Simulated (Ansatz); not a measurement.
Run this with Ansatz's Python interface and show what comes out.

`ch2brf.xyz`
```text
5

F     0.70670    1.13910    0.16050
C     0.11990   -0.06190    0.07580
Br   -1.60590   -0.00420   -0.86300
H     0.87340   -0.70090   -0.48300
H    -0.04420   -0.44580    1.06830
```

The script, `basis_ch2brf.py`:
```python
# -*- coding: utf-8 -*-
"""How the energy of CH2BrF converges with the basis."""

import ansatz as az

ch2brf = az.Crystal.molecule_from_extxyz("ch2brf.xyz")

base = ch2brf.calculation().functional("b3lyp")

energies = {}
for basis in ["cc-pVDZ", "cc-pVTZ"]:
    rep = base.basis(gaussian=basis).run().report
    size = rep["n_frozen"] + rep["n_occupied"][0] + rep["n_virtual"][0]
    energies[basis] = (rep["reference_energy_ev"] / 27.211386246, rep["free_energy_ev"] / 27.211386246)
    print(f"{basis:14s} {size:4d} orbitals  reference {energies[basis][0]:14.6f} Ha  total {energies[basis][1]:14.6f} Ha")

last = energies["cc-pVTZ"][1]
for basis, (_, total) in energies.items():
    print(f"{basis:14s} lies {27.211386 * (total - last):9.4f} eV above cc-pVTZ")
```

Output of `python basis_ch2brf.py`:
```text
cc-pVDZ          65 orbitals  reference   -2713.294443 Ha  total   -2713.294443 Ha
cc-pVTZ         131 orbitals  reference   -2713.423984 Ha  total   -2713.423984 Ha
cc-pVDZ        lies    3.5250 eV above cc-pVTZ
cc-pVTZ        lies    0.0000 eV above cc-pVTZ
```

Against cc-pVDZ: cc-pVTZ -129.5 mHa. The last step alone is -129.54 mHa. From the first set to the last the time grows from 1.4 to 2.1 s.

Notes:
- The drop along the ladder measures the basis error, and is no property of the molecule.
- The geometry is a force-field or estimated start, not a minimum of this method, and the last set is no limit. Much of the fall in a total is atomic energy, which cancels in bond and reaction energies.
- b3lyp holds the VWN-RPA fit, as in Gaussian; the form of ORCA and Turbomole is b3lyp5.
- Run time: 3.8 s on 1 thread of Arm Neoverse V2 (shared host), peak memory 0.28 GiB.
